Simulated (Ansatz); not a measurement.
# C₆H₂F₄: energies up the ladder

The task, for C₆H₂F₄: energies up the ladder.

Program: Ansatz 0.2.0. Level of theory: the levels named in each step. These are calculated values, not measurements.

### Step 1. Starting point

Bond lengths: F1–C2 1.337 Å, C2–C3 1.384 Å, C3–C4 1.383 Å, C4–C5 1.384 Å, C5–F6 1.337 Å, C5–C7 1.392 Å, C7–F8 1.335 Å, C2–C9 1.392 Å, C7–C9 1.392 Å, C9–F10 1.335 Å, C3–H11 1.078 Å, C4–H12 1.078 Å. Angles (14 of 18 angles, heavy atoms first): F1–C2–C3 119.7°, F1–C2–C9 119.4°, C3–C2–C9 120.9°, C2–C3–C4 119.7°, C3–C4–C5 119.7°, C4–C5–F6 119.7°, C4–C5–C7 120.9°, F6–C5–C7 119.4°, C5–C7–F8 120.7°, C5–C7–C9 119.3°, F8–C7–C9 120.0°, C2–C9–C7 119.3°, C2–C9–F10 120.7°, C7–C9–F10 120.0°.

As a file:

```xyz
12

F     2.7735   -0.0647   -0.0746
C     1.4589   -0.3096   -0.0508
C     1.0040   -1.6157   -0.0915
C    -0.3548   -1.8698   -0.0679
C    -1.2492   -0.8163   -0.0007
F    -2.5634   -1.0632    0.0230
C    -0.8010    0.5011    0.0429
F    -1.6680    1.5135    0.1100
C     0.5666    0.7571    0.0146
F     1.0108    2.0151    0.0513
H     1.7209   -2.4185   -0.1425
H    -0.7345   -2.8778   -0.0997
```

### Step 2. A rough first relaxation, PBE-D4/def2-SVP

The input, input.yaml:

```yaml
crystal:
  periodic: [false, false, false]
  atoms:
    - { symbol: F, position_ang: [2.77349, -0.06466, -0.07458] }
    - { symbol: C, position_ang: [1.4589, -0.30959, -0.05081] }
    - { symbol: C, position_ang: [1.00401, -1.61568, -0.09147] }
    - { symbol: C, position_ang: [-0.3548, -1.86984, -0.06791] }
    - { symbol: C, position_ang: [-1.2492, -0.81628, -0.00068] }
    - { symbol: F, position_ang: [-2.56343, -1.06316, 0.02301] }
    - { symbol: C, position_ang: [-0.80098, 0.50111, 0.04293] }
    - { symbol: F, position_ang: [-1.66802, 1.51351, 0.11001] }
    - { symbol: C, position_ang: [0.56663, 0.75713, 0.0146] }
    - { symbol: F, position_ang: [1.01078, 2.01514, 0.05134] }
    - { symbol: H, position_ang: [1.72092, -2.41848, -0.14247] }
    - { symbol: H, position_ang: [-0.73446, -2.87777, -0.0997] }
basis:
  gaussian: { orbitals: def2-SVP }
hamiltonian:
  xc: pbe
  dispersion: d4
relax:
  f_tol: 0.03
  max_steps: 200
```

The run is started by

```console
ansatz run input.yaml --threads 4 --pin off --max-ram 10240MiB --backend cpu --events-out ev --progress --plain --runs-dir out
```

The log of the run, cut to the lines that bear on the results:

```text
Warning: RAYON_NUM_THREADS=4 ignored (pool sized by the plan → 4); use --threads N
[...]
Functional definition: PBE
[...]
1656 factors; their error is unknown
[...]
mean field -17090.23276559 eV, -628.0544699598 hartree, gradient 1.0e-5 eV, S^2 0.000000; 0 other end points of the search recorded, 0 dependent functions left out
[...]
reference -17090.23278874 eV, -628.0544708104 hartree; 37, 37 occupied and 113, 113 virtual orbitals, 1656 factors
relax step   1: F+E_penalty+E_count = -17090.57318306 eV  Δ(F+E_penalty+E_count) = +0.000e0 eV  max|allowed force component| = 6.994e-1 eV/Å  Δτ_max = 0.0000 Å  (30 SCF iters, accepted)
[...]
relax step   3: F+E_penalty+E_count = -17090.63133708 eV  Δ(F+E_penalty+E_count) = -5.304e-3 eV  max|allowed force component| = 5.783e-2 eV/Å  Δτ_max = 0.0109 Å  (32 SCF iters, accepted)
[...]
relax step   4: F+E_penalty+E_count = -17090.63145005 eV  Δ(F+E_penalty+E_count) = -1.130e-4 eV  max|allowed force component| = 2.301e-2 eV/Å  Δτ_max = 0.0020 Å  (33 SCF iters, accepted)
1656 factors; their error is unknown
[...]
mean field -17090.29359482 eV, -628.0567053926 hartree, gradient 2.5e-5 eV, S^2 0.000000; 1 other end points of the search recorded, 0 dependent functions left out
[...]
reference -17090.29361834 eV, -628.0567062570 hartree; 37, 37 occupied and 113, 113 virtual orbitals, 1656 factors
Total energy: -17090.63147357 eV, -628.0691222076 hartree
Atom 0 at     2.790914    -0.036928    -0.075194 Å, force    -0.010389     0.007497     0.000714 eV/Å
Atom 1 at     1.478741    -0.307830    -0.051566 Å, force     0.009283    -0.021013    -0.001754 eV/Å
Atom 2 at     1.016731    -1.626328    -0.093321 Å, force     0.003717     0.008265     0.002202 eV/Å
Atom 3 at    -0.362820    -1.884472    -0.067214 Å, force    -0.006478     0.006535    -0.001512 eV/Å
Atom 4 at    -1.268331    -0.821845    -0.000089 Å, force    -0.001070    -0.023011    -0.000286 eV/Å
Atom 5 at    -2.589638    -1.043710     0.025780 Å, force     0.006982     0.010762     0.000129 eV/Å
Atom 6 at    -0.809210     0.508076     0.042026 Å, force     0.007200     0.010214     0.001181 eV/Å
Atom 7 at    -1.672859     1.523849     0.106319 Å, force     0.001306    -0.005851    -0.000549 eV/Å
Atom 8 at     0.571815     0.766480     0.016251 Å, force    -0.010415     0.007003    -0.000382 eV/Å
Atom 9 at     1.011646     2.026157     0.056003 Å, force     0.000896    -0.005952     0.000007 eV/Å
Atom 10 at     1.751684    -2.441507    -0.145860 Å, force    -0.005112     0.001937    -0.000217 eV/Å
Atom 11 at    -0.754834    -2.910512    -0.098865 Å, force     0.004080     0.003614     0.000467 eV/Å
Dipole moment:     0.073398    -0.394069    -0.018019 e Å
```

It took 17 s on 4 threads of Arm Neoverse N1, shared host; peak memory 0.21 GiB.

Step by step:

| step | energy from step 1 (eV) | largest force component (eV/Å) |
| --- | --- | --- |
| 1 | 0.0000 | 0.6994 |
| 2 | -0.0529 | 0.2462 |
| 3 | -0.0582 | 0.0578 |
| 4 | -0.0583 | 0.0230 |

Step 1 is the start.

Before: Bond lengths: F1–C2 1.337 Å, C2–C3 1.384 Å, C3–C4 1.383 Å, C4–C5 1.384 Å, C5–F6 1.337 Å, C5–C7 1.392 Å, C7–F8 1.335 Å, C2–C9 1.392 Å, C7–C9 1.392 Å, C9–F10 1.335 Å, C3–H11 1.078 Å, C4–H12 1.078 Å. Angles (14 of 18 angles, heavy atoms first): F1–C2–C3 119.7°, F1–C2–C9 119.4°, C3–C2–C9 120.9°, C2–C3–C4 119.7°, C3–C4–C5 119.7°, C4–C5–F6 119.7°, C4–C5–C7 120.9°, F6–C5–C7 119.4°, C5–C7–F8 120.7°, C5–C7–C9 119.3°, F8–C7–C9 120.0°, C2–C9–C7 119.3°, C2–C9–F10 120.7°, C7–C9–F10 120.0°.

After: Bond lengths: F1–C2 1.340 Å, C2–C3 1.398 Å, C3–C4 1.404 Å, C4–C5 1.398 Å, C5–F6 1.340 Å, C5–C7 1.408 Å, C7–F8 1.335 Å, C2–C9 1.408 Å, C7–C9 1.405 Å, C9–F10 1.335 Å, C3–H11 1.099 Å, C4–H12 1.099 Å. Angles (14 of 18 angles, heavy atoms first): F1–C2–C3 120.9°, F1–C2–C9 118.5°, C3–C2–C9 120.6°, C2–C3–C4 119.9°, C3–C4–C5 119.9°, C4–C5–F6 120.9°, C4–C5–C7 120.6°, F6–C5–C7 118.5°, C5–C7–F8 120.6°, C5–C7–C9 119.6°, F8–C7–C9 119.8°, C2–C9–C7 119.6°, C2–C9–F10 120.6°, C7–C9–F10 119.8°.

### Step 3. Relaxation, PBE0-D4/def2-TZVP

The input, input.yaml:

```yaml
crystal:
  periodic: [false, false, false]
  atoms:
    - { symbol: F, position_ang: [2.79091443, -0.03692754, -0.07519449] }
    - { symbol: C, position_ang: [1.47874104, -0.30783048, -0.05156604] }
    - { symbol: C, position_ang: [1.01673133, -1.6263278, -0.09332149] }
    - { symbol: C, position_ang: [-0.36282019, -1.88447236, -0.06721354] }
    - { symbol: C, position_ang: [-1.26833097, -0.82184534, -8.911e-05] }
    - { symbol: F, position_ang: [-2.58963788, -1.04371018, 0.02577963] }
    - { symbol: C, position_ang: [-0.80920989, 0.50807606, 0.04202613] }
    - { symbol: F, position_ang: [-1.67285928, 1.52384884, 0.10631912] }
    - { symbol: C, position_ang: [0.57181527, 0.76648013, 0.01625079] }
    - { symbol: F, position_ang: [1.011646, 2.02615732, 0.05600343] }
    - { symbol: H, position_ang: [1.75168426, -2.44150706, -0.14585987] }
    - { symbol: H, position_ang: [-0.7548341, -2.9105116, -0.09886456] }
basis:
  gaussian: { orbitals: def2-TZVP }
hamiltonian:
  xc: pbe0
  dispersion: d4
relax:
  f_tol: 0.002
  max_steps: 150
```

The run is started by

```console
ansatz run input.yaml --threads 4 --pin off --max-ram 10240MiB --backend cpu --events-out ev --progress --plain --runs-dir out
```

The log of the run, cut to the lines that bear on the results:

```text
Warning: RAYON_NUM_THREADS=4 ignored (pool sized by the plan → 4); use --threads N
[...]
Functional definition: PBE0
[...]
1792 factors; their error is unknown
[...]
mean field -17110.29669561 eV, -628.7918057882 hartree, gradient 1.0e-5 eV, S^2 0.000000; 0 other end points of the search recorded, 0 dependent functions left out
[...]
reference -17110.29672173 eV, -628.7918067479 hartree; 37, 37 occupied and 285, 285 virtual orbitals, 1792 factors
relax step   1: F+E_penalty+E_count = -17110.58104339 eV  Δ(F+E_penalty+E_count) = +0.000e0 eV  max|allowed force component| = 5.769e-1 eV/Å  Δτ_max = 0.0000 Å  (32 SCF iters, accepted)
[...]
relax step   5: F+E_penalty+E_count = -17110.66274593 eV  Δ(F+E_penalty+E_count) = -2.109e-6 eV  max|allowed force component| = 2.382e-3 eV/Å  Δτ_max = 0.0003 Å  (34 SCF iters, accepted)
[...]
Atom 2 at     1.005786    -1.613011    -0.092375 Å, force     0.000234     0.000202     0.000003 eV/Å
Atom 3 at    -0.357408    -1.868084    -0.066802 Å, force    -0.000291     0.000104     0.000011 eV/Å
Atom 4 at    -1.247248    -0.817468    -0.000437 Å, force     0.000206    -0.000272    -0.000025 eV/Å
Atom 5 at    -2.558875    -1.037416     0.025207 Å, force     0.000321     0.000055    -0.000006 eV/Å
Atom 6 at    -0.796363     0.493411     0.041156 Å, force    -0.000556    -0.000167    -0.000004 eV/Å
Atom 7 at    -1.652614     1.500262     0.104844 Å, force    -0.000007     0.000288     0.000019 eV/Å
Atom 8 at     0.565111     0.748163     0.015613 Å, force     0.000579     0.000044    -0.000002 eV/Å
Atom 9 at     1.001254     1.996840     0.055060 Å, force    -0.000097     0.000272     0.000007 eV/Å
Atom 10 at     1.727072    -2.418013    -0.144260 Å, force     0.000023    -0.000065    -0.000013 eV/Å
Atom 11 at    -0.740336    -2.879700    -0.097981 Å, force     0.000002    -0.000070     0.000007 eV/Å
Dipole moment:     0.087737    -0.471054    -0.021539 e Å
```

It took 1.9 min on 4 threads of Arm Neoverse N1, shared host; peak memory 1.3 GiB.

Relaxation path:

| step | energy from step 1 (eV) | largest force component (eV/Å) |
| --- | --- | --- |
| 1 | 0.0000 | 0.5769 |
| 2 | -0.0755 | 0.2001 |
| 3 | -0.0817 | 0.0172 |
| 4 | -0.0817 | 0.0047 |
| 5 | -0.0817 | 0.0024 |
| 6 | -0.0817 | 0.0006 |

Step 1 is the start.

Before: Bond lengths: F1–C2 1.340 Å, C2–C3 1.398 Å, C3–C4 1.404 Å, C4–C5 1.398 Å, C5–F6 1.340 Å, C5–C7 1.408 Å, C7–F8 1.335 Å, C2–C9 1.408 Å, C7–C9 1.405 Å, C9–F10 1.335 Å, C3–H11 1.099 Å, C4–H12 1.099 Å. Angles (14 of 18 angles, heavy atoms first): F1–C2–C3 120.9°, F1–C2–C9 118.5°, C3–C2–C9 120.6°, C2–C3–C4 119.9°, C3–C4–C5 119.9°, C4–C5–F6 120.9°, C4–C5–C7 120.6°, F6–C5–C7 118.5°, C5–C7–F8 120.6°, C5–C7–C9 119.6°, F8–C7–C9 119.8°, C2–C9–C7 119.6°, C2–C9–F10 120.6°, C7–C9–F10 119.8°.

After: Bond lengths: F1–C2 1.330 Å, C2–C3 1.378 Å, C3–C4 1.387 Å, C4–C5 1.378 Å, C5–F6 1.330 Å, C5–C7 1.387 Å, C7–F8 1.323 Å, C2–C9 1.387 Å, C7–C9 1.385 Å, C9–F10 1.323 Å, C3–H11 1.082 Å, C4–H12 1.082 Å. Angles (14 of 18 angles, heavy atoms first): F1–C2–C3 120.8°, F1–C2–C9 118.4°, C3–C2–C9 120.8°, C2–C3–C4 119.7°, C3–C4–C5 119.7°, C4–C5–F6 120.8°, C4–C5–C7 120.8°, F6–C5–C7 118.4°, C5–C7–F8 120.7°, C5–C7–C9 119.5°, F8–C7–C9 119.8°, C2–C9–C7 119.5°, C2–C9–F10 120.7°, C7–C9–F10 119.8°.

### Step 4. Relaxation, PBE0-D4/def2-SVP

The input, input.yaml:

```yaml
crystal:
  periodic: [false, false, false]
  atoms:
    - { symbol: F, position_ang: [2.75995795, -0.04218409, -0.0745738] }
    - { symbol: C, position_ang: [1.45750201, -0.31136912, -0.05117926] }
    - { symbol: C, position_ang: [1.00578601, -1.61301103, -0.09237474] }
    - { symbol: C, position_ang: [-0.35740758, -1.86808432, -0.0668023] }
    - { symbol: C, position_ang: [-1.2472482, -0.81746766, -0.00043698] }
    - { symbol: F, position_ang: [-2.55887458, -1.03741643, 0.02520657] }
    - { symbol: C, position_ang: [-0.79636252, 0.49341079, 0.04115561] }
    - { symbol: F, position_ang: [-1.65261361, 1.50026224, 0.10484358] }
    - { symbol: C, position_ang: [0.56511117, 0.74816262, 0.01561306] }
    - { symbol: F, position_ang: [1.00125405, 1.99683994, 0.0550597] }
    - { symbol: H, position_ang: [1.72707175, -2.41801286, -0.14426032] }
    - { symbol: H, position_ang: [-0.74033643, -2.87970009, -0.09798111] }
basis:
  gaussian: { orbitals: def2-SVP }
hamiltonian:
  xc: pbe0
  dispersion: d4
relax:
  f_tol: 0.004
  max_steps: 80
```

The run is started by

```console
ansatz run input.yaml --threads 4 --pin off --max-ram 10240MiB --backend cpu --events-out ev --progress --plain --runs-dir out
```

The log of the run, cut to the lines that bear on the results:

```text
Warning: RAYON_NUM_THREADS=4 ignored (pool sized by the plan → 4); use --threads N
[...]
Functional definition: PBE0
[...]
1680 factors; integrals over basis functions are off by at most 2.7e-4 eV
[...]
mean field -17090.40880031 eV, -628.0609391161 hartree, gradient 2.1e-5 eV, S^2 0.000000; 0 other end points of the search recorded, 0 dependent functions left out
[...]
reference -17090.40881825 eV, -628.0609397756 hartree; 37, 37 occupied and 113, 113 virtual orbitals, 1680 factors
relax step   1: F+E_penalty+E_count = -17090.69605177 eV  Δ(F+E_penalty+E_count) = +0.000e0 eV  max|allowed force component| = 6.426e-1 eV/Å  Δτ_max = 0.0000 Å  (30 SCF iters, accepted)
[...]
relax step   4: F+E_penalty+E_count = -17090.71038012 eV  Δ(F+E_penalty+E_count) = -1.339e-5 eV  max|allowed force component| = 7.281e-3 eV/Å  Δτ_max = 0.0003 Å  (23 SCF iters, accepted)
[...]
Atom 2 at     1.010081    -1.616949    -0.092649 Å, force     0.000419     0.000202    -0.000003 eV/Å
Atom 3 at    -0.359996    -1.873310    -0.066947 Å, force    -0.000463     0.000037     0.000014 eV/Å
Atom 4 at    -1.257547    -0.818495    -0.000208 Å, force     0.000120    -0.000335    -0.000018 eV/Å
Atom 5 at    -2.564551    -1.035694     0.025425 Å, force     0.000242     0.000292     0.000006 eV/Å
Atom 6 at    -0.801349     0.499949     0.041553 Å, force    -0.000573    -0.000319     0.000002 eV/Å
Atom 7 at    -1.656009     1.504102     0.105090 Å, force     0.000112     0.000173     0.000004 eV/Å
Atom 8 at     0.567408     0.756064     0.015876 Å, force     0.000649    -0.000091    -0.000020 eV/Å
Atom 9 at     1.003038     2.001649     0.055208 Å, force    -0.000167     0.000121     0.000009 eV/Å
Atom 10 at     1.739199    -2.426632    -0.144936 Å, force     0.000037     0.000054     0.000001 eV/Å
Atom 11 at    -0.748544    -2.892125    -0.098268 Å, force    -0.000054     0.000037     0.000003 eV/Å
Dipole moment:     0.084498    -0.453664    -0.020744 e Å
```

Run time: 33 s. Hardware: 4 threads of Arm Neoverse N1, shared host; peak memory 0.48 GiB.

The steps of the relaxation:

| step | energy from step 1 (eV) | largest force component (eV/Å) |
| --- | --- | --- |
| 1 | 0.0000 | 0.6426 |
| 2 | -0.0129 | 0.2522 |
| 3 | -0.0143 | 0.0253 |
| 4 | -0.0143 | 0.0073 |
| 5 | -0.0143 | 0.0006 |

Step 1 is the start.

Before: Bond lengths: F1–C2 1.330 Å, C2–C3 1.378 Å, C3–C4 1.387 Å, C4–C5 1.378 Å, C5–F6 1.330 Å, C5–C7 1.387 Å, C7–F8 1.323 Å, C2–C9 1.387 Å, C7–C9 1.385 Å, C9–F10 1.323 Å, C3–H11 1.082 Å, C4–H12 1.082 Å. Angles (14 of 18 angles, heavy atoms first): F1–C2–C3 120.8°, F1–C2–C9 118.4°, C3–C2–C9 120.8°, C2–C3–C4 119.7°, C3–C4–C5 119.7°, C4–C5–F6 120.8°, C4–C5–C7 120.8°, F6–C5–C7 118.4°, C5–C7–F8 120.7°, C5–C7–C9 119.5°, F8–C7–C9 119.8°, C2–C9–C7 119.5°, C2–C9–F10 120.7°, C7–C9–F10 119.8°.

After: Bond lengths: F1–C2 1.325 Å, C2–C3 1.387 Å, C3–C4 1.394 Å, C4–C5 1.387 Å, C5–F6 1.325 Å, C5–C7 1.396 Å, C7–F8 1.320 Å, C2–C9 1.396 Å, C7–C9 1.393 Å, C9–F10 1.320 Å, C3–H11 1.091 Å, C4–H12 1.091 Å. Angles (14 of 18 angles, heavy atoms first): F1–C2–C3 121.0°, F1–C2–C9 118.5°, C3–C2–C9 120.6°, C2–C3–C4 119.8°, C3–C4–C5 119.8°, C4–C5–F6 121.0°, C4–C5–C7 120.6°, F6–C5–C7 118.5°, C5–C7–F8 120.6°, C5–C7–C9 119.6°, F8–C7–C9 119.8°, C2–C9–C7 119.6°, C2–C9–F10 120.6°, C7–C9–F10 119.8°.

### Step 5. Frequencies, PBE0-D4/def2-SVP

The input, input.yaml:

```yaml
crystal:
  periodic: [false, false, false]
  atoms:
    - { symbol: F, position_ang: [2.76463174, -0.03852482, -0.07454695] }
    - { symbol: C, position_ang: [1.46747706, -0.30860353, -0.05132844] }
    - { symbol: C, position_ang: [1.01008094, -1.6169491, -0.09264878] }
    - { symbol: C, position_ang: [-0.35999564, -1.87331031, -0.06694697] }
    - { symbol: C, position_ang: [-1.25754693, -0.81849547, -0.00020847] }
    - { symbol: F, position_ang: [-2.56455083, -1.0356937, 0.02542523] }
    - { symbol: C, position_ang: [-0.80134901, 0.49994928, 0.04155316] }
    - { symbol: F, position_ang: [-1.6560089, 1.50410207, 0.1050905] }
    - { symbol: C, position_ang: [0.56740816, 0.75606386, 0.01587599] }
    - { symbol: F, position_ang: [1.00303843, 2.00164901, 0.05520837] }
    - { symbol: H, position_ang: [1.73919911, -2.42663236, -0.14493605] }
    - { symbol: H, position_ang: [-0.74854412, -2.89212494, -0.09826757] }
basis:
  gaussian: { orbitals: def2-SVP }
hamiltonian:
  xc: pbe0
  dispersion: d4
phonons: {}
```

The run is started by

```console
ansatz run input.yaml --threads 4 --pin off --max-ram 10240MiB --backend cpu --events-out ev --progress --plain --runs-dir out
```

The log of the run, cut to the lines that bear on the results:

```text
Warning: RAYON_NUM_THREADS=4 ignored (pool sized by the plan → 4); use --threads N
[...]
Functional definition: PBE0
[...]
1680 factors; integrals over basis functions are off by at most 2.8e-4 eV
[...]
mean field -17090.42396968 eV, -628.0614965803 hartree, gradient 2.0e-5 eV, S^2 0.000000; 0 other end points of the search recorded, 0 dependent functions left out
[...]
reference -17090.42398776 eV, -628.0614972448 hartree; 37, 37 occupied and 113, 113 virtual orbitals, 1680 factors
[...]
1680 factors; integrals over basis functions are off by at most 2.8e-4 eV
mean field -17090.42394639 eV, -628.0614957243 hartree, gradient 2.8e-6 eV, S^2 0.000000; 0 other end points of the search recorded, 0 dependent functions left out
[...]
reference -17090.42396447 eV, -628.0614963888 hartree; 37, 37 occupied and 113, 113 virtual orbitals, 1680 factors
[...]
1680 factors; integrals over basis functions are off by at most 2.8e-4 eV
[...]
Atom 5 at    -2.564551    -1.035694     0.025425 Å, force     0.000244     0.000293     0.000006 eV/Å
Atom 6 at    -0.801349     0.499949     0.041553 Å, force    -0.000566    -0.000316     0.000002 eV/Å
Atom 7 at    -1.656009     1.504102     0.105091 Å, force     0.000111     0.000174     0.000004 eV/Å
Atom 8 at     0.567408     0.756064     0.015876 Å, force     0.000642    -0.000090    -0.000021 eV/Å
Atom 9 at     1.003038     2.001649     0.055208 Å, force    -0.000166     0.000122     0.000009 eV/Å
Atom 10 at     1.739199    -2.426632    -0.144936 Å, force     0.000037     0.000054     0.000001 eV/Å
Atom 11 at    -0.748544    -2.892125    -0.098268 Å, force    -0.000054     0.000037     0.000003 eV/Å
Dipole moment:     0.084498    -0.453664    -0.020744 e Å
Vibrations: 155.23 159.16 270.97 282.08 301.36 330.23 387.45 461.56 489.29 557.54 615.64 620.83 623.61 711.18 752.92 826.46 945.13 1028.80 1077.81 1209.26 1260.30 1337.32 1389.50 1392.41 1592.08 1600.89 1709.34 1722.64 3241.49 3252.92 cm⁻¹, zero-point energy 1.878695 eV
```

Run time: 97 s. Hardware: 4 threads of Arm Neoverse N1, shared host; peak memory 0.49 GiB.

Harmonic frequencies (cm⁻¹; negative: imaginary): 155, 159, 271, 282, 301, 330, 387, 462, 489, 558, 616, 621, 624, 711, 753, 826, 945, 1029, 1078, 1209, 1260, 1337, 1389, 1392, 1592, 1601, 1709, 1723, 3241, 3253.

### Step 6. Single point, PBE-D4/def2-TZVPP

The input, input.yaml:

```yaml
crystal:
  periodic: [false, false, false]
  atoms:
    - { symbol: F, position_ang: [2.75995795, -0.04218409, -0.0745738] }
    - { symbol: C, position_ang: [1.45750201, -0.31136912, -0.05117926] }
    - { symbol: C, position_ang: [1.00578601, -1.61301103, -0.09237474] }
    - { symbol: C, position_ang: [-0.35740758, -1.86808432, -0.0668023] }
    - { symbol: C, position_ang: [-1.2472482, -0.81746766, -0.00043698] }
    - { symbol: F, position_ang: [-2.55887458, -1.03741643, 0.02520657] }
    - { symbol: C, position_ang: [-0.79636252, 0.49341079, 0.04115561] }
    - { symbol: F, position_ang: [-1.65261361, 1.50026224, 0.10484358] }
    - { symbol: C, position_ang: [0.56511117, 0.74816262, 0.01561306] }
    - { symbol: F, position_ang: [1.00125405, 1.99683994, 0.0550597] }
    - { symbol: H, position_ang: [1.72707175, -2.41801286, -0.14426032] }
    - { symbol: H, position_ang: [-0.74033643, -2.87970009, -0.09798111] }
basis:
  gaussian: { orbitals: def2-TZVPP }
hamiltonian:
  xc: pbe
  dispersion: d4
```

The run is started by

```console
ansatz run input.yaml --threads 4 --pin off --max-ram 10240MiB --backend cpu --events-out ev --progress --plain --runs-dir out
```

The log of the run:

```text
Warning: RAYON_NUM_THREADS=4 ignored (pool sized by the plan → 4); use --threads N
Engine: ansatz 0.2.0, aarch64-unknown-linux-gnu
Functional definition: PBE
  parameter kappa = 0.804
  parameter beta = 0.06672455060314922
  exchange = pbe_x(kappa = kappa, mu = beta*pi^2/3)
  correlation = pbe_c(beta = beta)
1822 factors; their error is unknown
mean field evaluation 1: about -17098.2155 eV, gradient 7.3e1 eV
mean field evaluation 2: about -17077.6314 eV, gradient 1.1e2 eV
mean field evaluation 4: about -17110.0615 eV, gradient 9.4e0 eV
mean field evaluation 8: about -17110.2800 eV, gradient 2.4e-1 eV
mean field evaluation 16: about -17110.2273 eV, gradient 3.0e-3 eV
mean field -17110.22734694 eV, -628.7892572715 hartree, gradient 2.3e-5 eV, S^2 0.000000; 0 other end points of the search recorded, 0 dependent functions left out
reference -17110.22738175 eV, -628.7892585505 hartree; 37, 37 occupied and 301, 301 virtual orbitals, 1822 factors
Total energy: -17110.56897263 eV, -628.8018117839 hartree
```

It took 7.3 s on 4 threads of Arm Neoverse N1, shared host; peak memory 0.56 GiB.

### Step 7. Single point, r2SCAN-D4/def2-TZVPP

Edit input.yaml of step 6 so:

```diff
@@ -18,3 +18,3 @@
 hamiltonian:
-  xc: pbe
+  xc: r2scan
   dispersion: d4
```

The run is started by

```console
ansatz run input.yaml --threads 4 --pin off --max-ram 10240MiB --backend cpu --events-out ev --progress --plain --runs-dir out
```

The log of the run:

```text
Warning: RAYON_NUM_THREADS=4 ignored (pool sized by the plan → 4); use --threads N
Engine: ansatz 0.2.0, aarch64-unknown-linux-gnu
Functional definition: r2SCAN
  parameter k0 = 0.174
  parameter k1 = 0.065
  parameter a1 = 4.9479
  exchange = r2scan_x(k0 = k0, k1 = k1, a1 = a1)
  correlation = r2scan_c
1822 factors; their error is unknown
mean field evaluation 1: about -17110.9750 eV, gradient 6.5e1 eV
mean field evaluation 2: about -17100.9811 eV, gradient 8.5e1 eV
mean field evaluation 4: about -17120.1261 eV, gradient 5.8e0 eV
mean field evaluation 8: about -17120.2219 eV, gradient 3.2e-1 eV
mean field evaluation 16: about -17120.1729 eV, gradient 1.6e-3 eV
mean field -17120.17294002 eV, -629.1547510756 hartree, gradient 1.1e-5 eV, S^2 0.000000; 0 other end points of the search recorded, 0 dependent functions left out
reference -17120.17294973 eV, -629.1547514324 hartree; 37, 37 occupied and 301, 301 virtual orbitals, 1822 factors
Total energy: -17120.26050551 eV, -629.1579690482 hartree
```

Run time: 14 s. Hardware: 4 threads of Arm Neoverse N1, shared host; peak memory 0.6 GiB.

(Part 1 of 2 ends here.)
